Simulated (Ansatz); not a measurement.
Born–Oppenheimer molecular dynamics of a periodic cell of 16 atoms, Li (start crystal Li, start structure bcc, volume 1 times the crystal's). It starts from a structure without forces on its atoms.

These are results of Ansatz, DFT PBE-D3(BJ), scalar-relativistic, plane waves, PAW, not measurements. Settings: accuracy low, cutoff 420 eV, k mesh 2x2x2, fermi-dirac smearing 0.002 eV, no spin polarisation.

```
ensemble        : NVT, Langevin thermostat
time step       : 1 fs
steps asked     : 130
set temperature : 1300 K
friction        : 0.005 /fs
seed            : 630118
```

Frames 2 fs apart, positions in Å, forces in eV/Å.

Velocities at 50.0 fs (Å/ps):

```
Li 13.51 -8.62 3.77
Li 0.16 -7.84 -7.48
Li 2.87 -15.08 -7.22
Li 14.55 9.69 3.24
Li -5.92 2.49 0.38
Li -9.16 -1.69 -9.13
Li 4.59 -3.54 3.57
Li -11.49 5.54 1.95
Li 10.60 9.78 8.86
Li 1.88 10.06 3.28
Li 1.77 -9.61 -6.23
Li -6.16 4.29 -8.33
Li -7.53 -8.34 -6.22
Li -10.28 5.57 -15.21
Li -10.47 2.82 5.24
Li 11.17 16.21 4.83
```

```xyz
16
Lattice="6.9800 0.0000 0.0000 0.0000 6.9800 0.0000 0.0000 0.0000 6.9800" Properties=species:S:1:pos:R:3:forces:R:3 time_fs=50.0 energy_less_start_eV=0.958 T=551
Li -0.207 0.005 -0.285 0.07 -0.01 0.34
Li 3.950 0.057 0.158 -0.09 0.16 -0.17
Li -0.324 3.168 -0.195 0.35 0.11 0.14
Li -0.670 -0.157 2.968 0.62 0.46 0.06
Li 1.821 1.907 1.870 -0.05 -0.03 -0.27
Li 4.071 3.614 -0.235 -0.45 -0.23 -0.24
Li 3.221 0.007 3.574 0.15 -0.16 0.04
Li 4.955 2.296 1.896 0.02 -0.53 0.04
Li 0.095 3.425 3.513 0.21 0.19 0.00
Li 2.426 5.009 1.535 -0.38 -0.09 0.22
Li 1.687 1.687 5.337 0.20 0.05 0.00
Li 3.700 3.449 3.914 -0.42 0.19 -0.21
Li 5.404 4.925 1.729 -0.11 -0.06 -0.13
Li 5.399 1.714 4.775 -0.04 -0.23 0.23
Li 1.708 5.055 5.654 -0.02 0.05 -0.24
Li 5.404 5.185 4.947 -0.06 0.12 0.18
16
Lattice="6.9800 0.0000 0.0000 0.0000 6.9800 0.0000 0.0000 0.0000 6.9800" Properties=species:S:1:pos:R:3:forces:R:3 time_fs=52.0 energy_less_start_eV=0.909 T=558
Li -0.182 -0.014 -0.277 0.04 0.03 0.34
Li 3.953 0.041 0.146 -0.08 0.19 -0.17
Li -0.320 3.137 -0.207 0.29 0.13 0.15
Li -0.638 -0.137 2.973 0.59 0.39 0.01
Li 1.808 1.910 1.873 -0.03 -0.03 -0.27
Li 4.048 3.611 -0.253 -0.41 -0.23 -0.25
Li 3.228 -0.002 3.582 0.14 -0.15 0.02
Li 4.928 2.304 1.904 0.05 -0.55 0.00
Li 0.116 3.442 3.529 0.17 0.18 -0.01
Li 2.429 5.028 1.541 -0.40 -0.10 0.21
Li 1.690 1.666 5.328 0.20 0.05 0.00
Li 3.686 3.457 3.897 -0.42 0.24 -0.15
Li 5.387 4.906 1.717 -0.04 0.02 -0.08
Li 5.381 1.723 4.746 0.00 -0.24 0.27
Li 1.690 5.060 5.665 0.00 0.03 -0.24
Li 5.426 5.215 4.956 -0.10 0.05 0.16
16
Lattice="6.9800 0.0000 0.0000 0.0000 6.9800 0.0000 0.0000 0.0000 6.9800" Properties=species:S:1:pos:R:3:forces:R:3 time_fs=54.0 energy_less_start_eV=0.868 T=479
Li -0.160 -0.031 -0.270 0.01 0.07 0.35
Li 3.960 0.028 0.137 -0.08 0.21 -0.16
Li -0.314 3.108 -0.215 0.24 0.14 0.17
Li -0.602 -0.117 2.979 0.55 0.32 -0.03
Li 1.793 1.914 1.879 -0.01 -0.04 -0.27
Li 4.024 3.615 -0.275 -0.37 -0.24 -0.23
Li 3.234 -0.014 3.586 0.13 -0.15 0.02
Li 4.902 2.303 1.916 0.07 -0.56 -0.05
Li 0.136 3.456 3.543 0.14 0.18 -0.03
Li 2.429 5.044 1.548 -0.41 -0.11 0.19
Li 1.693 1.645 5.323 0.20 0.05 -0.01
Li 3.667 3.463 3.882 -0.41 0.29 -0.10
Li 5.372 4.885 1.698 0.03 0.09 -0.02
Li 5.365 1.735 4.724 0.02 -0.25 0.30
Li 1.679 5.063 5.676 0.02 0.02 -0.24
Li 5.448 5.244 4.970 -0.14 -0.01 0.12
16
Lattice="6.9800 0.0000 0.0000 0.0000 6.9800 0.0000 0.0000 0.0000 6.9800" Properties=species:S:1:pos:R:3:forces:R:3 time_fs=56.0 energy_less_start_eV=0.839 T=540
Li -0.140 -0.046 -0.264 -0.01 0.10 0.37
Li 3.969 0.019 0.128 -0.08 0.22 -0.16
Li -0.301 3.082 -0.222 0.19 0.15 0.18
Li -0.568 -0.098 2.990 0.51 0.25 -0.06
Li 1.778 1.919 1.882 0.01 -0.05 -0.28
Li 4.002 3.622 -0.302 -0.32 -0.26 -0.20
Li 3.237 -0.023 3.589 0.14 -0.15 0.02
Li 4.875 2.302 1.923 0.10 -0.57 -0.09
Li 0.157 3.469 3.553 0.10 0.18 -0.03
Li 2.430 5.057 1.554 -0.42 -0.12 0.17
Li 1.696 1.619 5.318 0.20 0.06 -0.02
Li 3.644 3.467 3.869 -0.38 0.32 -0.07
Li 5.360 4.863 1.674 0.09 0.16 0.03
Li 5.351 1.746 4.708 0.04 -0.26 0.32
Li 1.675 5.059 5.686 0.03 0.02 -0.25
Li 5.469 5.267 4.988 -0.18 -0.06 0.07
16
Lattice="6.9800 0.0000 0.0000 0.0000 6.9800 0.0000 0.0000 0.0000 6.9800" Properties=species:S:1:pos:R:3:forces:R:3 time_fs=58.0 energy_less_start_eV=0.818 T=546
Li -0.118 -0.061 -0.261 -0.02 0.12 0.39
Li 3.977 0.010 0.115 -0.09 0.24 -0.15
Li -0.286 3.056 -0.225 0.14 0.15 0.18
Li -0.535 -0.076 3.000 0.46 0.19 -0.09
Li 1.759 1.919 1.881 0.04 -0.06 -0.28
Li 3.977 3.623 -0.334 -0.28 -0.27 -0.15
Li 3.242 -0.035 3.590 0.14 -0.14 0.02
Li 4.849 2.300 1.937 0.12 -0.57 -0.14
Li 0.180 3.482 3.562 0.06 0.17 -0.04
Li 2.432 5.073 1.563 -0.42 -0.13 0.14
Li 1.699 1.591 5.312 0.20 0.07 -0.03
Li 3.618 3.472 3.856 -0.36 0.35 -0.04
Li 5.351 4.845 1.644 0.14 0.22 0.08
Li 5.335 1.758 4.697 0.07 -0.26 0.33
Li 1.673 5.051 5.691 0.03 0.03 -0.24
Li 5.490 5.290 5.005 -0.21 -0.11 0.02
16
Lattice="6.9800 0.0000 0.0000 0.0000 6.9800 0.0000 0.0000 0.0000 6.9800" Properties=species:S:1:pos:R:3:forces:R:3 time_fs=60.0 energy_less_start_eV=0.809 T=550
Li -0.098 -0.074 -0.256 -0.03 0.15 0.40
Li 3.982 -0.003 0.100 -0.09 0.26 -0.15
Li -0.271 3.035 -0.226 0.09 0.15 0.18
Li -0.501 -0.055 3.008 0.42 0.14 -0.11
Li 1.748 1.919 1.878 0.06 -0.06 -0.28
Li 3.953 3.625 -0.364 -0.24 -0.28 -0.11
Li 3.247 -0.048 3.589 0.15 -0.13 0.03
Li 4.828 2.296 1.950 0.13 -0.56 -0.19
Li 0.202 3.491 3.573 0.02 0.17 -0.04
Li 2.434 5.093 1.575 -0.43 -0.14 0.11
Li 1.702 1.568 5.304 0.20 0.08 -0.04
Li 3.588 3.482 3.843 -0.33 0.37 -0.02
Li 5.345 4.830 1.611 0.18 0.25 0.13
Li 5.315 1.775 4.683 0.09 -0.27 0.35
Li 1.671 5.041 5.696 0.03 0.05 -0.23
Li 5.511 5.317 5.022 -0.25 -0.17 -0.03
16
Lattice="6.9800 0.0000 0.0000 0.0000 6.9800 0.0000 0.0000 0.0000 6.9800" Properties=species:S:1:pos:R:3:forces:R:3 time_fs=62.0 energy_less_start_eV=0.801 T=544
Li -0.077 -0.084 -0.246 -0.04 0.17 0.41
Li 3.986 -0.013 0.085 -0.09 0.28 -0.14
Li -0.256 3.017 -0.225 0.05 0.15 0.17
Li -0.467 -0.032 3.015 0.38 0.09 -0.12
Li 1.737 1.917 1.873 0.08 -0.06 -0.28
Li 3.929 3.628 -0.393 -0.20 -0.29 -0.06
Li 3.253 -0.060 3.587 0.15 -0.12 0.05
Li 4.811 2.287 1.963 0.13 -0.54 -0.24
Li 0.225 3.500 3.583 -0.02 0.16 -0.05
Li 2.432 5.106 1.591 -0.43 -0.15 0.07
Li 1.706 1.547 5.296 0.20 0.08 -0.06
Li 3.558 3.493 3.828 -0.31 0.39 0.00
Li 5.343 4.819 1.578 0.20 0.27 0.17
Li 5.293 1.791 4.670 0.12 -0.27 0.37
Li 1.669 5.031 5.703 0.03 0.06 -0.23
Li 5.523 5.347 5.035 -0.26 -0.22 -0.07
16
Lattice="6.9800 0.0000 0.0000 0.0000 6.9800 0.0000 0.0000 0.0000 6.9800" Properties=species:S:1:pos:R:3:forces:R:3 time_fs=64.0 energy_less_start_eV=0.797 T=525
Li -0.055 -0.092 -0.233 -0.05 0.18 0.42
Li 3.992 -0.024 0.075 -0.11 0.29 -0.13
Li -0.242 2.998 -0.216 0.02 0.14 0.15
Li -0.436 -0.006 3.015 0.34 0.04 -0.11
Li 1.724 1.916 1.864 0.12 -0.06 -0.27
Li 3.900 3.633 -0.425 -0.15 -0.30 -0.01
Li 3.258 -0.072 3.582 0.15 -0.11 0.06
Li 4.794 2.274 1.971 0.13 -0.51 -0.27
Li 0.245 3.509 3.591 -0.06 0.15 -0.05
Li 2.430 5.117 1.600 -0.43 -0.15 0.04
Li 1.714 1.525 5.290 0.20 0.08 -0.07
Li 3.526 3.505 3.813 -0.28 0.40 0.00
Li 5.341 4.807 1.545 0.22 0.28 0.20
Li 5.269 1.802 4.659 0.14 -0.27 0.39
Li 1.667 5.024 5.714 0.02 0.08 -0.23
Li 5.531 5.372 5.046 -0.27 -0.25 -0.11
16
Lattice="6.9800 0.0000 0.0000 0.0000 6.9800 0.0000 0.0000 0.0000 6.9800" Properties=species:S:1:pos:R:3:forces:R:3 time_fs=66.0 energy_less_start_eV=0.800 T=526
Li -0.034 -0.098 -0.218 -0.05 0.19 0.41
Li 3.997 -0.032 0.068 -0.12 0.30 -0.12
Li -0.230 2.977 -0.205 0.00 0.13 0.11
Li -0.406 0.016 3.014 0.31 0.00 -0.11
Li 1.709 1.916 1.854 0.15 -0.05 -0.25
Li 3.869 3.637 -0.458 -0.11 -0.30 0.04
Li 3.259 -0.087 3.577 0.15 -0.11 0.08
Li 4.777 2.260 1.975 0.12 -0.48 -0.28
Li 0.262 3.518 3.603 -0.08 0.14 -0.06
Li 2.428 5.132 1.607 -0.43 -0.16 0.01
Li 1.722 1.503 5.281 0.20 0.08 -0.07
Li 3.497 3.519 3.798 -0.25 0.40 -0.01
Li 5.345 4.792 1.510 0.22 0.28 0.23
Li 5.247 1.810 4.650 0.16 -0.26 0.41
Li 1.666 5.016 5.726 0.01 0.09 -0.24
Li 5.544 5.394 5.058 -0.28 -0.26 -0.14
16
Lattice="6.9800 0.0000 0.0000 0.0000 6.9800 0.0000 0.0000 0.0000 6.9800" Properties=species:S:1:pos:R:3:forces:R:3 time_fs=68.0 energy_less_start_eV=0.806 T=558
Li -0.013 -0.101 -0.202 -0.04 0.18 0.39
Li 4.001 -0.039 0.064 -0.13 0.29 -0.12
Li -0.214 2.956 -0.190 -0.01 0.13 0.07
Li -0.372 0.035 3.016 0.27 -0.03 -0.10
Li 1.694 1.911 1.843 0.18 -0.03 -0.23
Li 3.834 3.639 -0.492 -0.07 -0.30 0.10
Li 3.261 -0.103 3.570 0.15 -0.11 0.10
Li 4.758 2.249 1.980 0.12 -0.46 -0.31
Li 0.278 3.524 3.616 -0.09 0.13 -0.06
Li 2.429 5.146 1.618 -0.44 -0.17 -0.02
Li 1.737 1.485 5.270 0.19 0.08 -0.07
Li 3.472 3.539 3.781 -0.22 0.39 -0.03
Li 5.356 4.775 1.474 0.23 0.28 0.25
Li 5.228 1.818 4.643 0.18 -0.25 0.43
Li 1.666 5.006 5.732 -0.02 0.12 -0.24
Li 5.558 5.411 5.065 -0.29 -0.26 -0.16
16
Lattice="6.9800 0.0000 0.0000 0.0000 6.9800 0.0000 0.0000 0.0000 6.9800" Properties=species:S:1:pos:R:3:forces:R:3 time_fs=70.0 energy_less_start_eV=0.820 T=592
Li 0.004 -0.102 -0.188 -0.02 0.17 0.38
Li 4.004 -0.045 0.065 -0.15 0.29 -0.12
Li -0.199 2.934 -0.173 -0.03 0.12 0.02
Li -0.335 0.054 3.017 0.23 -0.06 -0.09
Li 1.680 1.907 1.831 0.21 -0.01 -0.21
Li 3.797 3.645 -0.530 0.00 -0.31 0.17
Li 3.263 -0.117 3.561 0.15 -0.10 0.11
Li 4.739 2.237 1.986 0.11 -0.43 -0.33
Li 0.290 3.534 3.633 -0.09 0.11 -0.08
Li 2.434 5.154 1.629 -0.45 -0.18 -0.06
Li 1.754 1.462 5.260 0.17 0.08 -0.07
Li 3.453 3.561 3.764 -0.20 0.38 -0.03
Li 5.372 4.758 1.436 0.22 0.28 0.27
Li 5.210 1.825 4.641 0.19 -0.24 0.44
Li 1.666 4.994 5.738 -0.06 0.15 -0.23
Li 5.573 5.427 5.069 -0.30 -0.26 -0.17
16
Lattice="6.9800 0.0000 0.0000 0.0000 6.9800 0.0000 0.0000 0.0000 6.9800" Properties=species:S:1:pos:R:3:forces:R:3 time_fs=72.0 energy_less_start_eV=0.844 T=630
Li 0.021 -0.102 -0.175 0.00 0.16 0.37
Li 4.006 -0.048 0.069 -0.15 0.28 -0.13
Li -0.187 2.913 -0.153 -0.04 0.12 -0.04
Li -0.296 0.076 3.018 0.20 -0.10 -0.09
Li 1.668 1.899 1.815 0.24 0.01 -0.18
Li 3.759 3.646 -0.570 0.09 -0.32 0.24
Li 3.268 -0.126 3.550 0.14 -0.09 0.12
Li 4.722 2.220 1.992 0.11 -0.40 -0.34
Li 0.297 3.550 3.649 -0.09 0.08 -0.09
Li 2.441 5.154 1.640 -0.47 -0.17 -0.10
Li 1.769 1.436 5.252 0.15 0.09 -0.07
Li 3.436 3.585 3.747 -0.17 0.35 -0.04
Li 5.391 4.745 1.396 0.20 0.28 0.29
Li 5.194 1.829 4.640 0.21 -0.23 0.45
Li 1.664 4.977 5.745 -0.10 0.20 -0.22
Li 5.593 5.447 5.071 -0.31 -0.26 -0.18
```

Of the whole run (130 fs, mean temperature of the second half 561 K): The mean temperature of the second half is 57 % below the set value. A run of 0.13 ps of so small a system gives no equilibrium averages. The smearing is very narrow for this mesh. Limits of this set-up: coarse k mesh, low accuracy level.

Time of the run: 5.8 min on 1 thread of Arm Neoverse V2 (shared host), peak memory 0.5 GiB.
